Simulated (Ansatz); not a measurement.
# BSeS−: one structure at several levels

An exercise on one series of results from a longer session: the logs are not shown, and one member is left open.

Computed with Ansatz 0.2.0, Gaussian basis. Level: single points in def2-TZVPPD.

Correlated methods freeze the cores. Filled d shells of the heavier atoms are correlated.

## The starting structure

SMILES `S=B[Se-]`, 3 atoms, charge -1, spin multiplicity 1.

Atoms are counted from 1 here; the program's logs count them from 0.

Bond lengths: S1–B2 1.626 Å, B2–Se3 1.820 Å. Angles: S1–B2–Se3 176.9°.

As a file:

```
S    -1.3429    0.7936   -0.6133
B    -0.0743   -0.0160    0.0037
Se    1.4008   -0.8450    0.6745
```

Set-up of the first run:

run/in.yaml

```yaml
crystal:
  periodic: [false, false, false]
  atoms:
    - {symbol: S, position_ang: [-1.342900, 0.793600, -0.613300]}
    - {symbol: B, position_ang: [-0.074300, -0.016000, 0.003700]}
    - {symbol: Se, position_ang: [1.400800, -0.845000, 0.674500]}
basis:
  gaussian: {orbitals: "def2-TZVPPD.json"}
total_charge: -1
correlation: {method: ccsd_t}
output: {forces: true}
```

The basis file named in the input lies beside it (Basis Set Exchange, JSON).

No record of the launch command was kept for these runs.

Among the steps run: CCSD(T)/def2-TZVPPD; PBE0-D4/def2-TZVPPD; wB97M-V/def2-TZVPPD; r2SCAN-D4/def2-TZVPPD; PBE-D4/def2-TZVPPD; BHLYP-D4/def2-TZVPPD; revPBE-D4/def2-TZVPPD.

One table of the session follows, with a row left open; its other results are not shown here.

| method | RMS force component (eV/Å) | angle to CCSD(T) forces (°) |
| --- | --- | --- |
| CCSD(T) | 0.866 | reference |
| PBE0-D4 | 0.743 | 7.3 |
| wB97M-V | 0.703 | 7.0 |
| r2SCAN-D4 | 0.794 | 6.3 |
| PBE-D4 | 0.860 | 1.4 |
| BHLYP-D4 | 0.626 | 11.8 |
| revPBE-D4 | ? | ? |

**Question.** Estimate the row for revPBE-D4.

As computed: RMS force component (eV/Å): 0.912; angle to CCSD(T) forces (°): 4.5. In the column «RMS force component (eV/Å)» it is the highest.
